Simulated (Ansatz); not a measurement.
# C6H3F2: the cost of one run

Program: Ansatz 0.2.0. Level of theory: the levels named in each step. These are calculated values, not measurements.

## 1. The system as given

Bond lengths: F1–C2 1.339 Å, C2–C3 1.364 Å, C3–C4 1.364 Å, C4–F5 1.339 Å, C4–C6 1.395 Å, C6–C7 1.382 Å, C2–C8 1.395 Å, C7–C8 1.382 Å, C6–H9 1.079 Å, C7–H10 1.079 Å, C8–H11 1.079 Å. Angles (14 of 16 angles, heavy atoms first): F1–C2–C3 122.1°, F1–C2–C8 118.7°, C3–C2–C8 119.2°, C2–C3–C4 122.3°, C3–C4–F5 122.1°, C3–C4–C6 119.2°, F5–C4–C6 118.7°, C4–C6–C7 119.1°, C6–C7–C8 121.1°, C2–C8–C7 119.1°, C4–C6–H9 118.6°, C7–C6–H9 122.3°, C6–C7–H10 119.5°, C8–C7–H10 119.5°.

Coordinates:

```xyz
11

F    -2.3403   -0.9951   -0.1021
C    -1.1864   -0.3177   -0.0483
C     0.0226   -0.9482   -0.0156
C     1.2003   -0.2622    0.0372
F     2.3853   -0.8853    0.0664
C     1.1756    1.1319    0.0649
C    -0.0426    1.7834    0.0341
C    -1.2284    1.0761   -0.0229
H     2.1128    1.6641    0.1092
H    -0.0682    2.8620    0.0552
H    -2.1900    1.5642   -0.0478
```

## 2. A rough first relaxation, PBE-D4/def2-SVPD

The input, input.yaml:

```yaml
crystal:
  periodic: [false, false, false]
  atoms:
    - { symbol: F, position_ang: [-2.34034, -0.99509, -0.10213] }
    - { symbol: C, position_ang: [-1.18641, -0.31768, -0.04825] }
    - { symbol: C, position_ang: [0.0226, -0.94822, -0.01558] }
    - { symbol: C, position_ang: [1.20028, -0.26222, 0.03721] }
    - { symbol: F, position_ang: [2.38531, -0.88527, 0.06636] }
    - { symbol: C, position_ang: [1.17556, 1.13189, 0.06494] }
    - { symbol: C, position_ang: [-0.04264, 1.78336, 0.03415] }
    - { symbol: C, position_ang: [-1.22837, 1.07606, -0.02293] }
    - { symbol: H, position_ang: [2.11278, 1.66409, 0.10924] }
    - { symbol: H, position_ang: [-0.06823, 2.86204, 0.05522] }
    - { symbol: H, position_ang: [-2.18999, 1.56417, -0.04783] }
magnetization:
  spin_polarized: true
  initial_magnetization: 1
basis:
  gaussian: { orbitals: def2-SVPD }
hamiltonian:
  xc: pbe
  dispersion: d4
relax:
  f_tol: 0.03
  max_steps: 200
```

On the command line:

```bash
> ansatz run input.yaml --threads 8 --pin off --max-ram 22528MiB --backend cpu --events-out ev --progress --plain --runs-dir out
```

Q: Estimate wall time and peak memory on 8 threads of Intel Xeon 6975P-C (Granite Rapids), shared host.

About 9.8 s, with a peak of 0.36 GiB.
